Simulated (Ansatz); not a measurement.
# C2H3FOSi: rotation by 180° about the O1–C2 bond

Wanted: the energy profile along the rotation by 180° about the O1–C2 bond, from relaxed end points and a band of images. SMILES of the start: OC1=C(F)[SiH2]1.

Method: RKS PBE-D4/def2-SVP, in Ansatz 0.2.0.

**1. The starting structure**

Bond lengths: O1–C2 1.346 Å, C2–C3 1.317 Å, C3–F4 1.434 Å, C2–Si5 1.775 Å, C3–Si5 1.824 Å, O1–H6 1.008 Å, Si5–H7 1.515 Å, Si5–H8 1.447 Å. Angles: O1–C2–C3 125.4°, O1–C2–Si5 131.1°, C3–C2–Si5 70.5°, C2–O1–H6 107.8°, C2–C3–F4 119.4°, C2–C3–Si5 66.6°, F4–C3–Si5 127.5°, C2–Si5–C3 42.9°, C2–Si5–H7 119.4°, C2–Si5–H8 120.5°, C3–Si5–H7 110.4°, C3–Si5–H8 109.2°, H7–Si5–H8 119.9°.

Coordinates:

```xyz
8

O    -0.6171    1.2795    1.1179
C    -0.7199    0.3774    0.1247
C     0.0930    0.2819   -0.9069
F     1.2656    1.1052   -0.9581
Si   -0.1229   -1.2888   -0.0056
H    -0.1791    2.1047    0.7398
H     1.1626   -1.6744    0.6978
H    -0.7900   -2.2425   -0.8655
```

**2. End point A**

input.yaml reads:

```yaml
crystal:
  periodic: [false, false, false]
  atoms:
    - { symbol: O, position_ang: [-0.6171, 1.2795, 1.1179] }
    - { symbol: C, position_ang: [-0.7199, 0.3774, 0.1247] }
    - { symbol: C, position_ang: [0.093, 0.2819, -0.9069] }
    - { symbol: F, position_ang: [1.2656, 1.1052, -0.9581] }
    - { symbol: Si, position_ang: [-0.1229, -1.2888, -0.0056] }
    - { symbol: H, position_ang: [-0.1791, 2.1047, 0.7398] }
    - { symbol: H, position_ang: [1.1626, -1.6744, 0.6978] }
    - { symbol: H, position_ang: [-0.79, -2.2425, -0.8655] }
basis:
  gaussian: { orbitals: def2-SVP }
hamiltonian:
  xc: pbe
  dispersion: d4
relax:
  f_tol: 0.015
  max_steps: 40
```

The run is started by

```
$ ansatz run input.yaml --threads 1 --pin off --max-ram 2048MiB --backend cpu --events-out ev --progress --plain --runs-dir out
```

Output, shortened:

```text
Warning: RAYON_NUM_THREADS=1 ignored (pool sized by the plan → 1); use --threads N
[...]
Functional definition: PBE
[...]
977 factors; their error is unknown
[...]
mean field -14741.30775475 eV, -541.7330679698 hartree, gradient 1.3e-5 eV, S^2 0.000000; 0 other end points of the search recorded, 0 dependent functions left out
[...]
reference -14741.30778406 eV, -541.7330690470 hartree; 23, 23 occupied and 66, 66 virtual orbitals, 977 factors
relax step   1: F+E_penalty+E_count = -14741.47102770 eV  Δ(F+E_penalty+E_count) = +0.000e0 eV  max|allowed force component| = 3.188e0 eV/Å  Δτ_max = 0.0000 Å  (29 SCF iters, accepted)
[...]
relax step   7: F+E_penalty+E_count = -14742.89875585 eV  Δ(F+E_penalty+E_count) = -1.969e-3 eV  max|allowed force component| = 6.093e-2 eV/Å  Δτ_max = 0.0490 Å  (31 SCF iters, accepted)
[...]
relax step   8: F+E_penalty+E_count = -14742.89954061 eV  Δ(F+E_penalty+E_count) = -7.848e-4 eV  max|allowed force component| = 8.117e-3 eV/Å  Δτ_max = 0.0246 Å  (31 SCF iters, accepted)
977 factors; their error is unknown
mean field -14742.74527812 eV, -541.7858959794 hartree, gradient 1.5e-5 eV, S^2 0.000000; 1 other end points of the search recorded, 0 dependent functions left out
[...]
reference -14742.74530721 eV, -541.7858970482 hartree; 23, 23 occupied and 66, 66 virtual orbitals, 977 factors
Total energy: -14742.89956969 eV, -541.7915660899 hartree
Atom 0 at    -0.861743     1.349322     1.169046 Å, force    -0.001895     0.004466     0.000628 eV/Å
Atom 1 at    -0.260248     0.460239     0.361491 Å, force     0.004317    -0.008117    -0.005687 eV/Å
Atom 2 at     0.548320     0.349678    -0.715827 Å, force     0.000854    -0.007042    -0.004539 eV/Å
Atom 3 at     1.184195     1.179001    -1.556553 Å, force    -0.003572    -0.000090     0.004353 eV/Å
Atom 4 at     0.072633    -1.306502    -0.099637 Å, force     0.001570     0.007489    -0.002118 eV/Å
Atom 5 at    -0.630646     2.250305     0.862874 Å, force    -0.000907     0.005390     0.005322 eV/Å
Atom 6 at     1.005472    -2.177553     0.699900 Å, force    -0.001054    -0.000626     0.002008 eV/Å
Atom 7 at    -0.965781    -2.161490    -0.777194 Å, force     0.000689    -0.001471     0.000032 eV/Å
Dipole moment:    -0.046168     0.161503     0.060310 e Å
```

Wall time 22 s (1 thread of Arm Neoverse V2, shared host); peak memory 0.14 GiB.

Step by step:

```csv
step,energy from step 1 (eV),largest force component (eV/Å)
1,0.0000,3.1879
2,-0.6554,1.7720
3,-1.1010,0.7380
4,-1.2803,1.1012
5,-1.3989,0.5564
6,-1.4258,0.2874
7,-1.4277,0.0609
8,-1.4285,0.0081
```

Step 1 is the start.

After: Bond lengths: O1–C2 1.343 Å, C2–C3 1.352 Å, C3–F4 1.341 Å, C2–Si5 1.856 Å, C3–Si5 1.830 Å, O1–H6 0.979 Å, Si5–H7 1.506 Å, Si5–H8 1.506 Å. Angles: O1–C2–C3 143.2°, O1–C2–Si5 149.3°, C3–C2–Si5 67.5°, C2–O1–H6 108.4°, C2–C3–F4 137.1°, C2–C3–Si5 69.5°, F4–C3–Si5 153.4°, C2–Si5–C3 43.0°, C2–Si5–H7 122.0°, C2–Si5–H8 121.9°, C3–Si5–H7 122.8°, C3–Si5–H8 122.8°, H7–Si5–H8 109.7°.

**3. Relaxing end B**

The second end starts from a geometry with the move made by hand.

input.yaml reads:

```yaml
crystal:
  periodic: [false, false, false]
  atoms:
    - { symbol: O, position_ang: [-0.6171, 1.2795, 1.1179] }
    - { symbol: C, position_ang: [-0.7199, 0.3774, 0.1247] }
    - { symbol: C, position_ang: [-1.64943, -0.55053, 0.02952] }
    - { symbol: F, position_ang: [-2.72979, -0.5644, 0.97189] }
    - { symbol: Si, position_ang: [-1.49529, 0.4782, -1.46848] }
    - { symbol: H, position_ang: [-0.1791, 2.1047, 0.7398] }
    - { symbol: H, position_ang: [-2.72596, 1.34496, -1.64213] }
    - { symbol: H, position_ang: [-1.03063, -0.34456, -2.56445] }
basis:
  gaussian: { orbitals: def2-SVP }
hamiltonian:
  xc: pbe
  dispersion: d4
relax:
  f_tol: 0.015
  max_steps: 40
```

The run is started by

```
$ ansatz run input.yaml --threads 1 --pin off --max-ram 2048MiB --backend cpu --events-out ev --progress --plain --runs-dir out
```

Output, shortened:

```text
Warning: RAYON_NUM_THREADS=1 ignored (pool sized by the plan → 1); use --threads N
[...]
[... 1 set-up line as earlier in the session ...]
[...]
977 factors; their error is unknown
[...]
mean field -14741.24014151 eV, -541.7305832292 hartree, gradient 4.1e-5 eV, S^2 0.000000; 0 other end points of the search recorded, 0 dependent functions left out
[...]
reference -14741.24016904 eV, -541.7305842409 hartree; 23, 23 occupied and 66, 66 virtual orbitals, 977 factors
relax step   1: F+E_penalty+E_count = -14741.40294725 eV  Δ(F+E_penalty+E_count) = +0.000e0 eV  max|allowed force component| = 3.332e0 eV/Å  Δτ_max = 0.0000 Å  (28 SCF iters, accepted)
[...]
relax step   6: F+E_penalty+E_count = -14742.92488915 eV  Δ(F+E_penalty+E_count) = -6.263e-3 eV  max|allowed force component| = 8.469e-2 eV/Å  Δτ_max = 0.0265 Å  (31 SCF iters, accepted)
[...]
reference -14742.77118014 eV, -541.7868478608 hartree; 23, 23 occupied and 66, 66 virtual orbitals, 977 factors
Total energy: -14742.92532408 eV, -541.7925125462 hartree
Atom 0 at    -0.346622     1.339550     1.185352 Å, force     0.001345    -0.001338     0.003487 eV/Å
Atom 1 at    -1.092641     0.713875     0.256561 Å, force     0.006447     0.007671    -0.011035 eV/Å
Atom 2 at    -1.985631    -0.295782     0.200608 Å, force     0.007957     0.006199     0.007313 eV/Å
Atom 3 at    -2.556421    -1.158455     1.043609 Å, force    -0.010481    -0.011645     0.000265 eV/Å
Atom 4 at    -1.731652     0.408242    -1.467395 Å, force     0.000636     0.002893     0.001032 eV/Å
Atom 5 at     0.170249     2.037174     0.741033 Å, force    -0.003113    -0.000890    -0.000456 eV/Å
Atom 6 at    -2.717415     1.338003    -2.127369 Å, force    -0.001191    -0.001084    -0.001592 eV/Å
Atom 7 at    -0.887068    -0.257337    -2.523648 Å, force    -0.001600    -0.001806     0.000987 eV/Å
Dipole moment:     0.275229     0.379539    -0.266095 e Å
```

Run time: 19 s. Hardware: 1 thread of Arm Neoverse V2, shared host; peak memory 0.14 GiB.

The steps of the relaxation:

```csv
step,energy from step 1 (eV),largest force component (eV/Å)
1,0.0000,3.3324
2,-0.7457,1.9256
3,-1.1779,0.8677
4,-1.4694,0.6114
5,-1.5157,0.4615
6,-1.5219,0.0847
7,-1.5223,0.0116
```

Step 1 is the start.

After: Bond lengths: O1–C2 1.346 Å, C2–C3 1.349 Å, C3–F4 1.334 Å, C2–Si5 1.864 Å, C3–Si5 1.828 Å, O1–H6 0.975 Å, Si5–H7 1.507 Å, Si5–H8 1.507 Å. Angles: O1–C2–C3 138.0°, O1–C2–Si5 154.8°, C3–C2–Si5 67.2°, C2–O1–H6 108.2°, C2–C3–F4 137.8°, C2–C3–Si5 70.0°, F4–C3–Si5 152.2°, C2–Si5–C3 42.9°, C2–Si5–H7 121.9°, C2–Si5–H8 121.9°, C3–Si5–H7 123.1°, C3–Si5–H8 123.2°, H7–Si5–H8 109.4°.

**4. Nudged elastic band**

crystal.atoms is end A as relaxed above, and neb.final_atoms is end B, turned to lie on A. With 5 inner images the band has 7 in all.

input.yaml reads:

```yaml
crystal:
  periodic: [false, false, false]
  atoms:
    - { symbol: O, position_ang: [-0.861743, 1.349322, 1.169046] }
    - { symbol: C, position_ang: [-0.260248, 0.460239, 0.361491] }
    - { symbol: C, position_ang: [0.54832, 0.349678, -0.715827] }
    - { symbol: F, position_ang: [1.184195, 1.179001, -1.556553] }
    - { symbol: Si, position_ang: [0.072633, -1.306502, -0.099637] }
    - { symbol: H, position_ang: [-0.630646, 2.250305, 0.862874] }
    - { symbol: H, position_ang: [1.005472, -2.177553, 0.6999] }
    - { symbol: H, position_ang: [-0.965781, -2.16149, -0.777194] }
basis:
  gaussian: { orbitals: def2-SVP }
hamiltonian:
  xc: pbe
  dispersion: d4
neb:
  order_check: false
  images: 5
  f_tol: 0.05
  max_iterations: 60
  initial_path: idpp
  final_atoms:
    - { symbol: O, position_ang: [-0.58631309, 1.74519819, 0.80679489] }
    - { symbol: C, position_ang: [-0.12525351, 0.64631631, 0.18185572] }
    - { symbol: C, position_ang: [0.66388116, 0.3476443, -0.87077462] }
    - { symbol: F, position_ang: [1.36572821, 1.00293396, -1.79741521] }
    - { symbol: Si, position_ang: [0.06112672, -1.18890602, -0.08458803] }
    - { symbol: H, position_ang: [-1.15046608, 1.45890397, 1.54910296] }
    - { symbol: H, position_ang: [0.91534112, -2.04157972, 0.81819389] }
    - { symbol: H, position_ang: [-1.05184253, -2.02751099, -0.65906961] }
```

The run is started by

```
$ ansatz run input.yaml --threads 1 --pin off --max-ram 2048MiB --backend cpu --events-out ev --progress --plain --runs-dir out
```

Output, shortened:

```text
Warning: RAYON_NUM_THREADS=1 ignored (pool sized by the plan → 1); use --threads N
[...]
[... 1 set-up line as earlier in the session ...]
[...]
977 factors; their error is unknown
[...]
mean field -14742.74527375 eV, -541.7858958187 hartree, gradient 6.8e-5 eV, S^2 0.000000; 0 other end points of the search recorded, 0 dependent functions left out
[...]
reference -14742.74530285 eV, -541.7858968881 hartree; 23, 23 occupied and 66, 66 virtual orbitals, 977 factors
977 factors; their error is unknown
[...]
mean field -14742.77114038 eV, -541.7868463998 hartree, gradient 5.5e-5 eV, S^2 0.000000; 0 other end points of the search recorded, 0 dependent functions left out
[...]
reference -14742.77116803 eV, -541.7868474159 hartree; 23, 23 occupied and 66, 66 virtual orbitals, 977 factors
NEB end point (image 0): max|allowed force component| = 7.968e-3 eV/Å (the criterion of neb.relax_end_points is 1.000e-2)
[...]
reference -14742.45999113 eV, -541.7754118759 hartree; 23, 23 occupied and 66, 66 virtual orbitals, 977 factors
977 factors; their error is unknown
mean field -14742.66439861 eV, -541.7829237120 hartree, gradient 5.6e-5 eV, S^2 0.000000; 0 other end points of the search recorded, 0 dependent functions left out
[...]
reference -14742.66442678 eV, -541.7829247472 hartree; 23, 23 occupied and 66, 66 virtual orbitals, 977 factors
NEB iter   1: max|band force component| = 1.468e0 eV/Å  barrier→ = 0.4618 eV  barrier← = 0.4876 eV  Δτ_max = 0.0812 Å  (194 SCF iters)
[...]
NEB iter   2: max|band force component| = 6.854e-1 eV/Å  barrier→ = 0.3071 eV  barrier← = 0.3328 eV  Δτ_max = 0.1420 Å  (146 SCF iters)
[...]
NEB iter   3: max|band force component| = 2.796e-1 eV/Å  barrier→ = 0.2461 eV  barrier← = 0.2718 eV  CI = image 3  Δτ_max = 0.0616 Å  (153 SCF iters)
[...]
977 factors; their error is unknown
mean field -14742.69597542 eV, -541.7840841385 hartree, gradient 1.3e-5 eV, S^2 0.000000; 0 other end points of the search recorded, 0 dependent functions left out
[...]
```

**5. The output, continued: band between the two ends**

The log, continued, shortened:

```text
reference -14742.69600455 eV, -541.7840852091 hartree; 23, 23 occupied and 66, 66 virtual orbitals, 977 factors
[...]
977 factors; their error is unknown
mean field -14742.57130763 eV, -541.7795026817 hartree, gradient 1.3e-5 eV, S^2 0.000000; 0 other end points of the search recorded, 0 dependent functions left out
[...]
reference -14742.57133648 eV, -541.7795037421 hartree; 23, 23 occupied and 66, 66 virtual orbitals, 977 factors
[...]
977 factors; their error is unknown
mean field -14742.50654398 eV, -541.7771226613 hartree, gradient 2.3e-5 eV, S^2 0.000000; 0 other end points of the search recorded, 0 dependent functions left out
[...]
reference -14742.50657239 eV, -541.7771237055 hartree; 23, 23 occupied and 66, 66 virtual orbitals, 977 factors
[...]
977 factors; their error is unknown
[...]
Total energy: -14742.66126640 eV, -541.7828086057 hartree
Atom 0 at    -0.384817     1.529885     1.257695 Å, force     0.002697     0.002695     0.006303 eV/Å
Atom 1 at    -0.055245     0.543011     0.386672 Å, force    -0.001278    -0.000143    -0.008477 eV/Å
Atom 2 at     0.667740     0.333885    -0.731031 Å, force    -0.005744    -0.006985     0.008091 eV/Å
Atom 3 at     1.380860     1.053402    -1.599205 Å, force     0.003538     0.004390    -0.003551 eV/Å
Atom 4 at    -0.012667    -1.262285    -0.108699 Å, force    -0.000483    -0.000170    -0.000348 eV/Å
Atom 5 at    -1.190643     1.977670     0.935910 Å, force    -0.000054    -0.001263    -0.001865 eV/Å
Atom 6 at     0.853957    -2.276743     0.588886 Å, force     0.000441     0.001415     0.000030 eV/Å
Atom 7 at    -1.166983    -1.955825    -0.786127 Å, force     0.000883     0.000061    -0.000183 eV/Å
Dipole moment:    -0.363253     0.028902    -0.001701 e Å
this run last wrote the band of iteration 6 to <dir>
```

Wall time 69 s (1 thread of Arm Neoverse V2, shared host); peak memory 0.12 GiB.

**6. What the band shows**

The 5 inner images lie between the fixed ends 0 and 6. Energy is taken from image 0, and the path length is the program's own coordinate along the band.

| image | path (Å) | energy (eV) | dihedral H6–O1–C2–Si5 (°) | band force (eV/Å) |
| --- | --- | --- | --- | --- |
| 0 | 0.000 | 0.0000 | -180 | - |
| 1 | 0.337 | 0.0474 | -152 | 0.008 |
| 2 | 0.675 | 0.1688 | -126 | 0.026 |
| 3* | 1.012 | 0.2383 | -102 | 0.008 |
| 4 | 1.383 | 0.1604 | -72 | 0.028 |
| 5 | 1.753 | 0.0293 | -35 | 0.015 |
| 6 | 2.123 | -0.0257 | 0 | - |

The star marks the climbing image.

image, energy (eV) and a bar:
```
        0      0.000 ###
        1      0.047 ########
        2      0.169 ######################
        3      0.238 ##############################
        4      0.160 #####################
        5      0.029 ######
        6     -0.026
```

How the highest energy settled:

```csv
iteration,highest image above image 0 (eV),largest band force (eV/Å)
1,0.4618,1.468
2,0.3071,0.685
3,0.2461,0.280
4,0.2394,0.097
5,0.2387,0.069
6,0.2383,0.028
```

Positions of all images (Å):

```xyz
8
image=0 dE=0.0000
O    -0.862    1.349    1.169
C    -0.260    0.460    0.361
C     0.548    0.350   -0.716
F     1.184    1.179   -1.557
Si    0.073   -1.307   -0.100
H    -0.631    2.250    0.863
H     1.005   -2.178    0.700
H    -0.966   -2.161   -0.777
8
image=1 dE=0.0474
O    -0.755    1.331    1.259
C    -0.159    0.470    0.414
C     0.613    0.363   -0.691
F     1.216    1.175   -1.570
Si    0.079   -1.293   -0.114
H    -0.863    2.196    0.818
H     0.984   -2.239    0.625
H    -1.024   -2.061   -0.798
8
image=2 dE=0.1688
O    -0.559    1.397    1.315
C    -0.088    0.501    0.419
C     0.643    0.357   -0.708
F     1.287    1.129   -1.590
Si    0.036   -1.277   -0.121
H    -1.052    2.098    0.848
H     0.925   -2.264    0.582
H    -1.101   -1.998   -0.802
8
image=3 dE=0.2383
O    -0.385    1.530    1.258
C    -0.055    0.543    0.387
C     0.668    0.334   -0.731
F     1.381    1.053   -1.599
Si   -0.013   -1.262   -0.109
H    -1.191    1.978    0.936
H     0.854   -2.277    0.589
H    -1.167   -1.956   -0.786
8
image=4 dE=0.1604
O    -0.326    1.672    1.088
C    -0.057    0.592    0.319
C     0.712    0.305   -0.748
F     1.498    0.975   -1.590
Si   -0.034   -1.242   -0.094
H    -1.288    1.831    1.088
H     0.783   -2.267    0.652
H    -1.195   -1.923   -0.770
8
image=5 dE=0.0293
O    -0.398    1.758    0.908
C    -0.070    0.630    0.247
C     0.767    0.294   -0.755
F     1.609    0.925   -1.575
Si   -0.035   -1.212   -0.098
H    -1.300    1.667    1.266
H     0.709   -2.226    0.737
H    -1.190   -1.893   -0.786
8
image=6 dE=-0.0257
O    -0.643    1.686    0.884
C    -0.146    0.632    0.211
C     0.651    0.407   -0.854
F     1.331    1.126   -1.749
Si    0.100   -1.182   -0.137
H    -1.197    1.349    1.612
H     0.982   -2.046    0.727
H    -0.986   -2.030   -0.750
```

**7. Vibrations at the top**

The geometry is the highest inner image of the first converged band.

input.yaml reads:

```yaml
crystal:
  periodic: [false, false, false]
  atoms:
    - { symbol: O, position_ang: [-0.384817, 1.529885, 1.257695] }
    - { symbol: C, position_ang: [-0.055245, 0.543011, 0.386672] }
    - { symbol: C, position_ang: [0.66774, 0.333885, -0.731031] }
    - { symbol: F, position_ang: [1.38086, 1.053402, -1.599205] }
    - { symbol: Si, position_ang: [-0.012667, -1.262285, -0.108699] }
    - { symbol: H, position_ang: [-1.190643, 1.97767, 0.93591] }
    - { symbol: H, position_ang: [0.853957, -2.276743, 0.588886] }
    - { symbol: H, position_ang: [-1.166983, -1.955825, -0.786127] }
basis:
  gaussian: { orbitals: def2-SVP }
hamiltonian:
  xc: pbe
  dispersion: d4
phonons: {}
```

The run is started by

```
$ ansatz run input.yaml --threads 1 --pin off --max-ram 2048MiB --backend cpu --events-out ev --progress --plain --runs-dir out
```

Output, shortened:

```text
Warning: RAYON_NUM_THREADS=1 ignored (pool sized by the plan → 1); use --threads N
[...]
[... 1 set-up line as earlier in the session ...]
[...]
977 factors; their error is unknown
[...]
mean field -14742.50762013 eV, -541.7771622094 hartree, gradient 6.6e-5 eV, S^2 0.000000; 0 other end points of the search recorded, 0 dependent functions left out
[...]
reference -14742.50764906 eV, -541.7771632723 hartree; 23, 23 occupied and 66, 66 virtual orbitals, 977 factors
[...]
977 factors; their error is unknown
mean field -14742.50749712 eV, -541.7771576885 hartree, gradient 1.3e-6 eV, S^2 0.000000; 0 other end points of the search recorded, 0 dependent functions left out
[...]
reference -14742.50752606 eV, -541.7771587520 hartree; 23, 23 occupied and 66, 66 virtual orbitals, 977 factors
[...]
977 factors; their error is unknown
mean field -14742.50750694 eV, -541.7771580494 hartree, gradient 1.3e-6 eV, S^2 0.000000; 0 other end points of the search recorded, 0 dependent functions left out
[...]
WARN: phonons: modes at or below zero, which the zero-point energy, F, S and C_V leave out: 1, the lowest at -436.36 cm⁻¹. A minimum has none, and a first-order saddle one
[...]
Total energy: -14742.66124712 eV, -541.7828078971 hartree
Atom 0 at    -0.384817     1.529885     1.257695 Å, force     0.002660     0.002631     0.006209 eV/Å
Atom 1 at    -0.055245     0.543011     0.386672 Å, force    -0.001353    -0.000099    -0.008272 eV/Å
Atom 2 at     0.667740     0.333885    -0.731031 Å, force    -0.005525    -0.006726     0.007804 eV/Å
Atom 3 at     1.380860     1.053402    -1.599205 Å, force     0.003460     0.004218    -0.003440 eV/Å
Atom 4 at    -0.012667    -1.262285    -0.108699 Å, force    -0.000535    -0.000106    -0.000276 eV/Å
Atom 5 at    -1.190643     1.977670     0.935910 Å, force    -0.000033    -0.001275    -0.001841 eV/Å
Atom 6 at     0.853957    -2.276743     0.588886 Å, force     0.000437     0.001358    -0.000014 eV/Å
Atom 7 at    -1.166983    -1.955825    -0.786127 Å, force     0.000891    -0.000000    -0.000170 eV/Å
Dipole moment:    -0.363259     0.028900    -0.001690 e Å
Vibrations: -436.36 236.52 238.47 339.65 477.81 570.62 623.93 631.53 636.11 786.22 946.77 992.52 1120.24 1253.23 1745.90 2140.74 2156.34 3686.58 cm⁻¹, zero-point energy 1.152012 eV
```

It took 59 s on 1 thread of Arm Neoverse V2, shared host; peak memory 0.12 GiB.

Of 18 modes, 1 is imaginary by more than 30 cm⁻¹ (436i cm⁻¹).

**8. What came out**

| quantity | value |
| --- | --- |
| end A | 7 moves, 1.429 eV lower |
| end B | 6 moves, 1.522 eV lower |
| barrier forwards | 0.24 eV |
| barrier backwards | 0.26 eV |
| second end relative to first | -0.026 eV |
| highest image | 3 of 0 to 6, climbing |
| band iterations | 6 |
| imaginary modes at the top | 436i cm⁻¹ |

**Reading.** The top lies 0.24 eV above the first end, or 9 kT at room temperature; with a typical attempt rate of 10^13 per second that is roughly 10^9 events a second. The second end lies 0.026 eV below the first, so the way back costs 0.26 eV. The listed dihedral goes from -180° at end A through -102° at the highest image to 0° at end B. One imaginary mode, as a first-order saddle point has. Zero-point energy and entropy are left out.
